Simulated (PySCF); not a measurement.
# Al3H6N3 ((HAlNH)3 ring): the cost of one run

Programs: PySCF 2.14.0, with density-fitted response routines of our own. Each step states its level of theory. These are calculated values for one molecule in the gas phase, unless marked as measured. Atoms count from 0, in the outputs and in this text.

### 1 The starting structure

12 atoms, charge 0, multiplicity 1; geometry from: GFN2-xTB. The atoms were then displaced at random by about 0.03 Å, so the start is not that level's minimum.

Bonds of the start (Å): Al0–H1 1.50, Al0–N2 1.71, Al0–N8 1.93, N2–Al3 1.87, N2–H9 1.05, Al3–H4 1.41, Al3–N5 1.90, N5–Al6 1.78, N5–H10 1.01, Al6–H7 1.52, Al6–N8 1.77, N8–H11 1.01.

### 2 Geometry optimisation at PBE0-D3(BJ)/def2-SVP

The job: settings as JSON, then the geometry in Å.

```
{"job": {"xc": "PBE0", "basis": "def2-SVP", "d3": "d3bj", "grid": 1, "maxiter": 40, "shake": 0.03, "kind": "geom"}, "charge": 0, "multiplicity": 1}
Al    -0.284150    -1.689780    -0.787350
H     -0.648140    -2.968390    -1.472650
N      1.288250    -1.061160    -0.524620
Al     1.832530     0.535220     0.278410
H      3.164680     0.948130     0.498890
N      0.324140     1.582810     0.771780
Al    -1.358080     1.079000     0.512020
H     -2.493380     2.006720     0.916500
N     -1.690710    -0.499030    -0.220120
H      2.109920    -1.665670    -0.755460
H      0.500980     2.456530     1.250150
H     -2.630570    -0.807130    -0.416560
```

Run with:

```
$ OMP_NUM_THREADS=1 python probes_run.py task.json out
```

One launch serves the whole session: the jobs run in the order shown.

**Question.** How long does this first job take on 1 thread of AMD EPYC, shared host, and how much memory does it need?

About 1.8 min, with a peak of 0.5 GiB.
